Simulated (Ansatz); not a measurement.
**C₂H₅AlCl₂: basis-set convergence**

An exercise on one series of results from a longer session: the logs are not shown, and one member is left open.

Computed with Ansatz 0.2.0, Gaussian basis. Level: one geometry, several basis sets.

The runs, in order: PBE0-D4/def2-SVP; ωB97M-V/def2-SVP; PBE0-D4/def2-QZVPP; ωB97M-V/def2-QZVPP; the functionals' def2-TZVPP values are taken from earlier runs.

**The geometry**

The geometry comes from an earlier relaxation with PBE0-D4 in a triple-zeta def2 set; it is a stationary point, not always the lowest conformer.

SMILES `C[CH2][Al]([Cl])[Cl]`, 10 atoms, charge 0, spin multiplicity 1.

Atoms are counted from 1 here; the program's logs count them from 0.

Bond lengths: C1–C2 1.527 Å, C1–H6 1.093 Å, C1–H7 1.092 Å, C1–H8 1.092 Å, C2–Al3 1.939 Å, C2–H9 1.097 Å, C2–H10 1.097 Å, Al3–Cl4 2.092 Å, Al3–Cl5 2.091 Å. Angles: C2–C1–H6 111.5°, C2–C1–H7 111.7°, C2–C1–H8 111.7°, H6–C1–H7 107.4°, H6–C1–H8 107.4°, H7–C1–H8 106.8°, C1–C2–Al3 115.9°, C1–C2–H9 110.9°, C1–C2–H10 110.9°, Al3–C2–H9 107.0°, Al3–C2–H10 106.9°, H9–C2–H10 104.6°, C2–Al3–Cl4 121.8°, C2–Al3–Cl5 121.4°, Cl4–Al3–Cl5 116.8°.

The first run:

in.yaml reads:

```yaml
crystal:
  periodic: [false, false, false]
  atoms:
    - {symbol: C, position_ang: [-0.310495, -1.047293, 0.828237]}
    - {symbol: C, position_ang: [0.357852, 0.288015, 0.507359]}
    - {symbol: Al, position_ang: [0.109083, 0.948617, -1.298913]}
    - {symbol: Cl, position_ang: [-1.001005, -0.114726, -2.717976]}
    - {symbol: Cl, position_ang: [0.943056, 2.763495, -1.919317]}
    - {symbol: H, position_ang: [-0.120726, -1.351555, 1.861231]}
    - {symbol: H, position_ang: [0.052134, -1.847577, 0.179204]}
    - {symbol: H, position_ang: [-1.393582, -0.999814, 0.694571]}
    - {symbol: H, position_ang: [0.006912, 1.074414, 1.187101]}
    - {symbol: H, position_ang: [1.439872, 0.235323, 0.681403]}
basis:
  gaussian: {orbitals: def2-SVP}
hamiltonian: {xc: pbe0, dispersion: d4}
output: {orbitals: {seedname: orbitals}}
```

Command:

```
> ansatz run in.yaml --threads 4 --pin off --events-out ev --progress --plain --max-ram 10444MiB
```

Among the steps run: PBE0-D4 in def2-SVP; ωB97M-V in def2-SVP; PBE0-D4 in def2-QZVPP; ωB97M-V in def2-QZVPP.

One table of the session follows, with a row left open; its other results are not shown here.

It belongs to the step «Density functionals: the series». 

```
functional       basis  HOMO (eV)
   PBE0-D4    def2-SVP      -8.26
   PBE0-D4  def2-TZVPP          ?
   PBE0-D4  def2-QZVPP      -8.32
   ωB97M-V    def2-SVP     -10.43
   ωB97M-V  def2-TZVPP     -10.50
   ωB97M-V  def2-QZVPP     -10.52
```

Q: Estimate the row for PBE0-D4, def2-TZVPP from the others.

As computed: HOMO (eV): -8.31. In the column «HOMO (eV)» it lies between PBE0-D4, def2-QZVPP (-8.32) and PBE0-D4, def2-SVP (-8.26).
